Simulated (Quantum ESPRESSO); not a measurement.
# GeMo2 in Quantum ESPRESSO: a series of runs

The runs below take GeMo2 through work function, with PBE.

All numbers are computed with Quantum ESPRESSO 7.5; they aren't measurements. Logs are shortened: lines on timing, memory, paths and dates and some standing lists are left out, and cuts for length are marked.

**1. The sheet as given**

The cell holds a sheet with vacuum, 3 atoms: a = 2.910 Å, b = 2.910 Å, c = 29.702 Å, α = 90.00°, β = 90.00°, γ = 90.00°.

The cell was built by a generator and needn't be a form met in nature.

**2. Work function, PBE**

The input, pw.in:

```
&CONTROL
  calculation = 'scf'
  prefix = 'pwscf'
  outdir = './tmp'
  pseudo_dir = './pseudo'
  tprnfor = .true.
  disk_io = 'low'
/
&SYSTEM
  ibrav = 0
  celldm(1) = 8
  nat = 3
  ntyp = 2
  ecutwfc = 80
  nbnd = 30
  occupations = 'smearing'
  smearing = 'fd'
  degauss = 0.00367493
/
&ELECTRONS
  conv_thr = 3d-09
  electron_maxstep = 150
  mixing_beta = 0.3
  mixing_mode = 'local-TF'
/
ATOMIC_SPECIES
Ge    72.6300 Ge.upf
Mo    95.9500 Mo.upf
CELL_PARAMETERS alat
  0.6874138615668   0.0000000000000  -0.0000000000000
  0.0000000000000   0.6874138615668  -0.0000000000000
 -0.0000000000000  -0.0000000000000   7.0161373609881
ATOMIC_POSITIONS crystal
Ge     0.5000000000    0.5000000000    0.2861700000
Mo     0.0000000000    0.0000000000    0.3386400000
Mo     0.0000000000    0.0000000000    0.2337100000
K_POINTS automatic
9 9 1 0 0 0
```

The input, pp_density.in:

```
&INPUTPP
  prefix = 'pwscf'
  outdir = './tmp'
  filplot = 'density.dat'
  plot_num = 0
/
&PLOT
  nfile = 1
  filepp(1) = 'density.dat'
  iflag = 3
  output_format = 6
  fileout = 'density.cube'
/
```

The input, pp_potential.in:

```
&INPUTPP
  prefix = 'pwscf'
  outdir = './tmp'
  filplot = 'potential.dat'
  plot_num = 11
/
&PLOT
  nfile = 1
  filepp(1) = 'potential.dat'
  iflag = 3
  output_format = 6
  fileout = 'potential.cube'
/
```

The input, pp_elf.in:

```
&INPUTPP
  prefix = 'pwscf'
  outdir = './tmp'
  filplot = 'elf.dat'
  plot_num = 8
/
&PLOT
  nfile = 1
  filepp(1) = 'elf.dat'
  iflag = 3
  output_format = 6
  fileout = 'elf.cube'
/
```

Potentials or basis: PseudoDojo 0.4.1 SR PBE standard.

Command:

```console
$ OMP_NUM_THREADS=1 mpirun -n 2 pw.x -nk 2 -in pw.in > pw.out
$ OMP_NUM_THREADS=1 mpirun -n 1 pp.x -in pp_density.in > pp_density.out
$ OMP_NUM_THREADS=1 mpirun -n 1 pp.x -in pp_potential.in > pp_potential.out
$ OMP_NUM_THREADS=1 mpirun -n 1 pp.x -in pp_elf.in > pp_elf.out
```

pw.out:

```text
This program is part of the open-source Quantum ESPRESSO suite
     for quantum simulation of materials; please cite
         "P. Giannozzi et al., J. Phys.:Condens. Matter 21 395502 (2009);
         "P. Giannozzi et al., J. Phys.:Condens. Matter 29 465901 (2017);
         "P. Giannozzi et al., J. Chem. Phys. 152 154105 (2020);
     in publications or presentations arising from this work. More details at

     Message from routine setup:
     using ibrav=0 with symmetry is DISCOURAGED, use correct ibrav instead

     K-points division:     npool     =       2
     Subspace diagonalization in iterative solution of the eigenvalue problem:
     a serial algorithm will be used

     G-vector sticks info
     --------------------
     sticks:   dense  smooth     PW     G-vecs:    dense   smooth      PW
     Sum         777     777    221               164151   164151   25889

     Using Slab Decomposition

     bravais-lattice index     =            0
     lattice parameter (alat)  =       8.0000  a.u.
     unit-cell volume          =    1697.4798 (a.u.)^3
     number of atoms/cell      =            3
     number of atomic types    =            2
     number of electrons       =        42.00
     number of Kohn-Sham states=           30
     kinetic-energy cutoff     =      80.0000  Ry
     charge density cutoff     =     320.0000  Ry
     scf convergence threshold =      3.0E-09
     mixing beta               =       0.3000
     number of iterations used =            8  local-TF  mixing
     Exchange-correlation= PBE
                           (   1   4   3   4   0   0   0)

     celldm(1)=   8.000000  celldm(2)=   0.000000  celldm(3)=   0.000000
     celldm(4)=   0.000000  celldm(5)=   0.000000  celldm(6)=   0.000000

     crystal axes: (cart. coord. in units of alat)
               a(1) = (   0.687414   0.000000  -0.000000 )
               a(2) = (   0.000000   0.687414  -0.000000 )
               a(3) = (  -0.000000  -0.000000   7.016137 )

     reciprocal axes: (cart. coord. in units 2 pi/alat)
               b(1) = (  1.454728  0.000000  0.000000 )
               b(2) = (  0.000000  1.454728  0.000000 )
               b(3) = (  0.000000  0.000000  0.142529 )

     PseudoPot. # 1 for Ge read from file:
     Ge.upf
     Pseudo is Norm-conserving + core correction, Zval = 14.0
     Generated using ONCVPSP code by D. R. Hamann
     Using radial grid of 1560 points,  6 beta functions with:
                l(1) =   0
                l(2) =   0
                l(3) =   1
                l(4) =   1
                l(5) =   2
                l(6) =   2

     PseudoPot. # 2 for Mo read from file:
     Mo.upf
     Pseudo is Norm-conserving + core correction, Zval = 14.0
     Generated using ONCVPSP code by D. R. Hamann
     Using radial grid of 1640 points,  6 beta functions with:
                l(1) =   0
                l(2) =   0
                l(3) =   1
                l(4) =   1
                l(5) =   2
                l(6) =   2

     atomic species   valence    mass     pseudopotential
     Ge               14.00    72.63000     Ge( 1.00)
     Mo               14.00    95.95000     Mo( 1.00)

      8 Sym. Ops. (no inversion) found

   Cartesian axes

     site n.     atom                  positions (alat units)
         1        Ge     tau(   1) = (   0.3437069   0.3437069   2.0078080  )
         2        Mo     tau(   2) = (   0.0000000   0.0000000   2.3759448  )
         3        Mo     tau(   3) = (   0.0000000   0.0000000   1.6397415  )

     number of k points=    15  Fermi-Dirac smearing, width (Ry)=  0.0037
                       cart. coord. in units 2pi/alat
        k(    1) = (   0.0000000   0.0000000   0.0000000), wk =   0.0246914
        k(    2) = (   0.0000000   0.1616364   0.0000000), wk =   0.0987654
        k(    3) = (   0.0000000   0.3232728   0.0000000), wk =   0.0987654
        k(    4) = (   0.0000000   0.4849092   0.0000000), wk =   0.0987654
        k(    5) = (   0.0000000   0.6465457   0.0000000), wk =   0.0987654
        k(    6) = (   0.1616364   0.1616364   0.0000000), wk =   0.0987654
        k(    7) = (   0.1616364   0.3232728   0.0000000), wk =   0.1975309
        k(    8) = (   0.1616364   0.4849092   0.0000000), wk =   0.1975309
        k(    9) = (   0.1616364   0.6465457   0.0000000), wk =   0.1975309
        k(   10) = (   0.3232728   0.3232728   0.0000000), wk =   0.0987654
        k(   11) = (   0.3232728   0.4849092   0.0000000), wk =   0.1975309
        k(   12) = (   0.3232728   0.6465457   0.0000000), wk =   0.1975309
        k(   13) = (   0.4849092   0.4849092   0.0000000), wk =   0.0987654
        k(   14) = (   0.4849092   0.6465457   0.0000000), wk =   0.1975309
        k(   15) = (   0.6465457   0.6465457   0.0000000), wk =   0.0987654

     Dense  grid:   164151 G-vectors     FFT dimensions: (  32,  32, 320)

     Initial potential from superposition of free atoms

     starting charge      41.9963, renormalised to      42.0000

     negative rho (up, down):  6.300E-05 0.000E+00
     Starting wfcs are   29 randomized atomic wfcs +    1 random wfcs

     Self-consistent Calculation

     iteration #  1     ecut=    80.00 Ry     beta= 0.30
     Davidson diagonalization with overlap
     ethr =  1.00E-02,  avg # of iterations =  4.6

     negative rho (up, down):  1.666E-07 0.000E+00

     total energy              =    -459.55504596 Ry
     estimated scf accuracy    <       0.83660933 Ry

     iteration #  2     ecut=    80.00 Ry     beta= 0.30
     Davidson diagonalization with overlap
     ethr =  1.99E-03,  avg # of iterations =  1.1

     negative rho (up, down):  3.435E-06 0.000E+00

     total energy              =    -459.39583681 Ry
     estimated scf accuracy    <       0.47849318 Ry

     iteration #  3     ecut=    80.00 Ry     beta= 0.30
     Davidson diagonalization with overlap
     ethr =  1.14E-03,  avg # of iterations =  3.0

     total energy              =    -459.47950214 Ry
     estimated scf accuracy    <       0.02882156 Ry

     iteration #  4     ecut=    80.00 Ry     beta= 0.30
     Davidson diagonalization with overlap
     ethr =  6.86E-05,  avg # of iterations = 10.0

     total energy              =    -459.47773307 Ry
     estimated scf accuracy    <       0.01326930 Ry

     iteration #  5     ecut=    80.00 Ry     beta= 0.30
     Davidson diagonalization with overlap
     c_bands:  1 eigenvalues not converged
     ethr =  3.16E-05,  avg # of iterations =  6.1

     total energy              =    -459.47911320 Ry
     estimated scf accuracy    <       0.00290720 Ry

     iteration #  6     ecut=    80.00 Ry     beta= 0.30
     Davidson diagonalization with overlap
     ethr =  6.92E-06,  avg # of iterations =  5.2

     total energy              =    -459.47828301 Ry
     estimated scf accuracy    <       0.00272877 Ry

     iteration #  7     ecut=    80.00 Ry     beta= 0.30
     Davidson diagonalization with overlap
     ethr =  6.50E-06,  avg # of iterations =  6.9

     total energy              =    -459.47840391 Ry
     estimated scf accuracy    <       0.00182232 Ry

     iteration #  8     ecut=    80.00 Ry     beta= 0.30
     Davidson diagonalization with overlap
     ethr =  4.34E-06,  avg # of iterations =  1.9

     negative rho (up, down):  2.588E-03 0.000E+00

     total energy              =    -459.47818093 Ry
     estimated scf accuracy    <       0.00126496 Ry

     iteration #  9     ecut=    80.00 Ry     beta= 0.30
     Davidson diagonalization with overlap
     ethr =  3.01E-06,  avg # of iterations =  6.6
[... 78 lines left out ...]
     iteration # 18     ecut=    80.00 Ry     beta= 0.30
     Davidson diagonalization with overlap
     ethr =  7.12E-11,  avg # of iterations =  3.7

     negative rho (up, down):  2.331E-05 0.000E+00

     total energy              =    -459.47804350 Ry
     estimated scf accuracy    <       0.00000002 Ry

     iteration # 19     ecut=    80.00 Ry     beta= 0.30
     Davidson diagonalization with overlap
     ethr =  4.01E-11,  avg # of iterations =  4.3

     negative rho (up, down):  2.686E-06 0.000E+00

     total energy              =    -459.47804330 Ry
     estimated scf accuracy    <       0.00000001 Ry

     iteration # 20     ecut=    80.00 Ry     beta= 0.30
     Davidson diagonalization with overlap
     ethr =  2.56E-11,  avg # of iterations =  5.1

     End of self-consistent calculation

          k = 0.0000 0.0000 0.0000 ( 20479 PWs)   bands (ev):

   -60.9883 -60.9748 -35.2353 -35.0559 -34.8051 -34.8051 -34.7939 -34.7939
   -24.7458 -24.6284 -24.6264 -24.6151 -24.6151 -11.9160  -6.0820  -3.2795
    -3.2169  -2.8660  -0.7302  -0.7302  -0.6070  -0.3517   1.2158   1.2158
     2.0156   2.0890   2.5887   4.2165   4.3703   4.6411

          k = 0.0000 0.1616 0.0000 ( 20453 PWs)   bands (ev):

   -60.9818 -60.9685 -35.2263 -35.0495 -34.8737 -34.8600 -34.7996 -34.7877
   -24.7350 -24.6305 -24.6231 -24.6202 -24.6162 -11.7274  -5.7853  -3.2657
    -3.0478  -2.6633  -1.5525  -0.6515  -0.4069   0.1519   0.6683   1.2459
     1.6462   1.7935   3.2179   4.4438   4.6446   4.8629

          k = 0.0000 0.3233 0.0000 ( 20446 PWs)   bands (ev):

   -60.9654 -60.9524 -35.2039 -35.0439 -35.0351 -35.0231 -34.7854 -34.7717
   -24.7113 -24.6408 -24.6331 -24.6189 -24.6056 -11.1974  -5.0016  -3.8706
    -2.7445  -2.1650  -1.6101  -0.9000  -0.4894   0.5208   0.8798   0.9536
     1.1175   1.3426   4.0956   4.4343   5.1053   5.4022

          k = 0.0000 0.4849 0.0000 ( 20544 PWs)   bands (ev):

   -60.9466 -60.9340 -35.2389 -35.2084 -35.1722 -35.0145 -34.7693 -34.7536
   -24.6920 -24.6525 -24.6473 -24.6221 -24.5782 -10.4362  -5.1068  -4.0092
    -2.4826  -2.1212  -1.0189  -0.9496  -0.5126   0.4861   0.5895   0.8661
     1.4298   1.5663   4.1192   4.9678   6.1650   6.4636

          k = 0.0000 0.6465 0.0000 ( 20570 PWs)   bands (ev):
[... 55 lines left out ...]
          k = 0.4849 0.4849 0.0000 ( 20529 PWs)   bands (ev):

   -60.9061 -60.8937 -35.1895 -35.1729 -35.1640 -35.1572 -35.1235 -34.9697
   -24.6793 -24.6466 -24.6418 -24.5988 -24.5718  -9.1989  -4.7170  -4.1738
    -4.0883  -1.5743  -1.1024  -0.5402   0.3847   0.4279   0.6525   1.0119
     1.9742   2.7261   4.7025   5.1185   6.9147   8.2106

          k = 0.4849 0.6465 0.0000 ( 20546 PWs)   bands (ev):

   -60.8941 -60.8819 -35.2963 -35.2757 -35.1644 -35.1465 -35.1106 -34.9567
   -24.6868 -24.6507 -24.6437 -24.5844 -24.5570  -8.5910  -5.3842  -4.4344
    -4.4300  -1.4393  -1.2745  -0.5641   0.5803   0.9521   1.5454   1.7693
     2.1499   3.5461   4.1353   6.3823   6.6204   7.7993

          k = 0.6465 0.6465 0.0000 ( 20483 PWs)   bands (ev):

   -60.8823 -60.8701 -35.2792 -35.2770 -35.2615 -35.2605 -35.0982 -34.9436
   -24.6944 -24.6498 -24.6491 -24.5580 -24.5545  -8.0151  -5.3492  -5.2503
    -4.8363  -1.4358  -1.0313  -0.9461   1.2116   1.7176   1.8659   1.9434
     2.9439   3.8655   4.6799   6.3004   6.7792   7.3328

     the Fermi energy is     0.0746 ev

!    total energy              =    -459.47804334 Ry
     estimated scf accuracy    <          2.6E-09 Ry
     smearing contrib. (-TS)   =      -0.00254886 Ry
     internal energy E=F+TS    =    -459.47549448 Ry

     The total energy is F=E-TS. E is the sum of the following terms:
     one-electron contribution =   -4973.72804443 Ry
     hartree contribution      =    2487.40709516 Ry
     xc contribution           =     -84.93214160 Ry
     ewald contribution        =    2111.77759639 Ry

     convergence has been achieved in  20 iterations

     Forces acting on atoms (cartesian axes, Ry/au):

     atom    1 type  1   force =     0.00000000    0.00000000    0.00007463
     atom    2 type  2   force =     0.00000000    0.00000000    0.00073080
     atom    3 type  2   force =     0.00000000    0.00000000   -0.00080543

     Total force =     0.001090     Total SCF correction =     0.000071

=------------------------------------------------------------------------------=
   JOB DONE.
=------------------------------------------------------------------------------=
```

It took 2.1 min on 2 MPI ranks of Arm Neoverse V2, shared host; peak memory 0.64 GiB.

What came out:

```
Free energy                     : -6251.5173 eV
Largest force                   : 0.021 eV/Å
Band gap on the k mesh          : none (metal or under the smearing width)
Work function of the upper face : 4.43 eV
Work function of the lower face : 4.43 eV
```

Forces in eV/Å, atoms in the order of the input:
```
Ge   0.000  0.000  0.002
Mo   0.000  0.000  0.019
Mo   0.000  0.000 -0.021
```

[end of part 1 of 2]
